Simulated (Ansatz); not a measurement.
**CH₆AlFOSi: how energies converge with the basis set**

An exercise on one series of results from a longer session: the logs are not shown, and one member is left open.

The runs use Ansatz 0.2.0, Gaussian basis; one geometry, several basis sets.

Plan: PBE0-D4/def2-SVP; ωB97M-V/def2-SVP; PBE0-D4/def2-QZVPP; ωB97M-V/def2-QZVPP; the functionals' def2-TZVPP values are taken from earlier runs.

**The geometry**

An earlier PBE0-D4 in a triple-zeta def2 set relaxation fixed the geometry.

11 atoms, charge 0, spin multiplicity 1.

Atoms are counted from 1 here; the program's logs count them from 0.

Bond lengths: C1–Al2 1.956 Å, C1–H6 1.092 Å, C1–H7 1.094 Å, C1–H8 1.097 Å, Al2–Si3 2.482 Å, Al2–H9 1.592 Å, Si3–O4 1.648 Å, Si3–F5 1.615 Å, Si3–H10 1.486 Å, O4–H11 0.958 Å. Angles: Al2–C1–H6 112.8°, Al2–C1–H7 112.1°, Al2–C1–H8 109.7°, H6–C1–H7 108.2°, H6–C1–H8 107.3°, H7–C1–H8 106.5°, C1–Al2–Si3 118.6°, C1–Al2–H9 120.8°, Si3–Al2–H9 120.5°, Al2–Si3–O4 113.1°, Al2–Si3–F5 106.5°, Al2–Si3–H10 118.2°, O4–Si3–F5 109.2°, O4–Si3–H10 103.5°, F5–Si3–H10 106.0°, Si3–O4–H11 117.8°.

Set-up of the first run:

Contents of in.yaml:

```yaml
crystal:
  periodic: [false, false, false]
  atoms:
    - {symbol: C, position_ang: [-1.432329, 0.658058, -1.232711]}
    - {symbol: Al, position_ang: [0.273368, -0.290531, -1.106514]}
    - {symbol: Si, position_ang: [1.353840, -0.504879, 1.118154]}
    - {symbol: O, position_ang: [0.269923, -0.634716, 2.352328]}
    - {symbol: F, position_ang: [2.240308, 0.828307, 1.328544]}
    - {symbol: H, position_ang: [-1.700844, 0.912290, -2.260688]}
    - {symbol: H, position_ang: [-1.435432, 1.578775, -0.641038]}
    - {symbol: H, position_ang: [-2.236747, 0.028635, -0.832458]}
    - {symbol: H, position_ang: [0.943175, -0.939097, -2.396818]}
    - {symbol: H, position_ang: [2.275557, -1.648538, 1.344647]}
    - {symbol: H, position_ang: [-0.485419, -0.045302, 2.347153]}
basis:
  gaussian: {orbitals: def2-SVP}
hamiltonian: {xc: pbe0, dispersion: d4}
output: {orbitals: {seedname: orbitals}}
```

The run is started by

```sh
ansatz run in.yaml --threads 4 --pin off --events-out ev --progress --plain --max-ram 10444MiB
```

Steps of the session up to this table: PBE0-D4 in def2-SVP; ωB97M-V in def2-SVP; PBE0-D4 in def2-QZVPP; ωB97M-V in def2-QZVPP.

One table of the session follows, with a row left open; its other results are not shown here.

It belongs to the step «Functionals by basis». 

```
functional       basis  HOMO (eV)  LUMO (eV)
   PBE0-D4    def2-SVP      -7.12      -1.88
   PBE0-D4  def2-TZVPP          ?          ?
   PBE0-D4  def2-QZVPP      -7.22      -1.95
   ωB97M-V    def2-SVP      -9.12      -0.19
   ωB97M-V  def2-TZVPP      -9.22      -0.29
   ωB97M-V  def2-QZVPP      -9.25      -0.40
```

Estimate the missing values for PBE0-D4, def2-TZVPP.

The run gave: HOMO (eV): -7.20; LUMO (eV): -1.92. In the column «HOMO (eV)» it lies between PBE0-D4, def2-QZVPP (-7.22) and PBE0-D4, def2-SVP (-7.12).
